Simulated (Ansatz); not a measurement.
# Si₃NH₉: geometry at several levels

The task, for Si₃NH₉: geometry at several levels.

Computed with Ansatz 0.2.0 (the levels named in each step, unless a step's input says otherwise).

### Step 1. The starting structure

Bond lengths: Si1–N2 1.744 Å, N2–Si3 1.745 Å, N2–Si4 1.744 Å, Si1–H5 1.462 Å, Si1–H6 1.468 Å, Si1–H7 1.461 Å, Si3–H8 1.461 Å, Si3–H9 1.462 Å, Si3–H10 1.468 Å, Si4–H11 1.468 Å, Si4–H12 1.461 Å, Si4–H13 1.462 Å. Angles (14 of 21 angles, heavy atoms first): Si1–N2–Si3 119.3°, Si1–N2–Si4 119.4°, Si3–N2–Si4 119.3°, N2–Si1–H5 107.5°, N2–Si1–H6 110.5°, N2–Si1–H7 107.6°, N2–Si3–H8 107.6°, N2–Si3–H9 107.5°, N2–Si3–H10 110.5°, N2–Si4–H11 110.5°, N2–Si4–H12 107.6°, N2–Si4–H13 107.5°, H5–Si1–H6 110.1°, H5–Si1–H7 110.9°.

Structure file:

```xyz
13

Si    0.2860    1.6445    0.4870
N     0.0238    0.0306   -0.1198
Si   -1.6062   -0.5144   -0.4230
Si    1.3113   -1.1418   -0.0178
H    -0.6764    2.5251   -0.1731
H     0.0913    1.6850    1.9412
H     1.6559    2.0245    0.1512
H    -2.3516    0.6121   -0.9792
H    -1.5311   -1.6149   -1.3825
H    -2.2349   -0.9727    0.8215
H     1.3549   -1.7424    1.3207
H     1.0532   -2.1695   -1.0233
H     2.5650   -0.4432   -0.2958
```

### Step 2. A rough first relaxation, PBE-D4/def2-SVP

File input.yaml:

```yaml
crystal:
  periodic: [false, false, false]
  atoms:
    - { symbol: Si, position_ang: [0.286, 1.64452, 0.48702] }
    - { symbol: "N", position_ang: [0.02381, 0.03055, -0.11977] }
    - { symbol: Si, position_ang: [-1.6062, -0.51439, -0.42304] }
    - { symbol: Si, position_ang: [1.31128, -1.14178, -0.01781] }
    - { symbol: H, position_ang: [-0.67637, 2.52506, -0.17307] }
    - { symbol: H, position_ang: [0.0913, 1.68501, 1.94123] }
    - { symbol: H, position_ang: [1.6559, 2.02448, 0.1512] }
    - { symbol: H, position_ang: [-2.35155, 0.61211, -0.97922] }
    - { symbol: H, position_ang: [-1.5311, -1.61487, -1.38248] }
    - { symbol: H, position_ang: [-2.23493, -0.97272, 0.8215] }
    - { symbol: H, position_ang: [1.35494, -1.74236, 1.32072] }
    - { symbol: H, position_ang: [1.05324, -2.16954, -1.0233] }
    - { symbol: H, position_ang: [2.56505, -0.44318, -0.29577] }
basis:
  gaussian: { orbitals: def2-SVP }
hamiltonian:
  xc: pbe
  dispersion: d4
relax:
  f_tol: 0.03
  max_steps: 200
```

The run is started by

```bash
$ ansatz run input.yaml --threads 4 --pin off --max-ram 10240MiB --backend cpu --events-out ev --progress --plain --runs-dir out
```

After this run come: Relaxation, r2SCAN-D4/def2-TZVPP; Relaxation, B3LYP-D4/def2-TZVPP.

Before running it: what results should come out? Wanted: Si1–N2 at B3LYP-D4/def2-TZVPP; N2–Si3 at B3LYP-D4/def2-TZVPP; N2–Si4 at B3LYP-D4/def2-TZVPP.

As calculated:

| quantity | value |
| --- | --- |
| Si1–N2 at B3LYP-D4/def2-TZVPP | 1.745 Å |
| N2–Si3 at B3LYP-D4/def2-TZVPP | 1.745 Å |
| N2–Si4 at B3LYP-D4/def2-TZVPP | 1.745 Å |

In words: The Si–N distance spreads over 0.007 Å, from r2SCAN-D4/def2-TZVPP (shortest) to B3LYP-D4/def2-TZVPP.
